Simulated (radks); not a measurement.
# Cr⁴⁺ in [Ar] 3d2: an all-electron calculation

One table from this session's results is given with a row withheld; the runs are named, their logs left out.

The numbers are computed with radks (a radial shooting solver on a logarithmic mesh, Libxc functionals) version 1 (scalar-relativistic Kohn-Sham, SCAN, spin-unpolarised, spherical densities, finite nucleus), except any that are marked as measured or tabulated.

### The system

| Property | Result |
| --- | --- |
| element | chromium (Z = 24) |
| charge | +4 |
| electrons | 20 |
| configuration | [Ar] 3d2 |
| nuclear rms radius | 3.6452 fm |

The outer shells:

Cr⁴⁺
```
[Ar] core
3d [↑ ][↑ ][  ][  ][  ]
```

Set-up of the first run:

Settings of this run:

```text
Z 24
configuration [Ar] 3d2
relativity scalar-relativistic
functional scan,scan
spin unpolarised
nucleus finite rms 3.6452 fm
c 137.035999084
```

Started as:

```bash
$ python run_ks.py task.json out
```

All runs below come from this command, one after another.

Steps of the session up to this table: Self-consistent calculation.

One of the session's tables, all rows but one given; the rest of the session is left out.

It belongs to the step «Radial structure». Sizes of the orbitals, from the radial functions (bohr):

```
level     <r>  outermost maximum (interpolated)  90 % within  nodes
   1s       ?                                 ?            ?      ?
   2s  0.2923                             0.243        0.453      1
   2p  0.2596                             0.198        0.426      0
   3s  0.8754                             0.768         1.30      2
   3p  0.9171                             0.784         1.39      1
   3d   1.019                             0.769         1.66      0
```

Estimate the missing values for 1s.

**Answer.** <r>: 0.06357; outermost maximum (interpolated): 0.0416; 90 % within: 0.114; nodes: 0. In the column «<r>» it is the lowest.

Caveats from the session: Spin polarisation and multiplet splitting are left out.
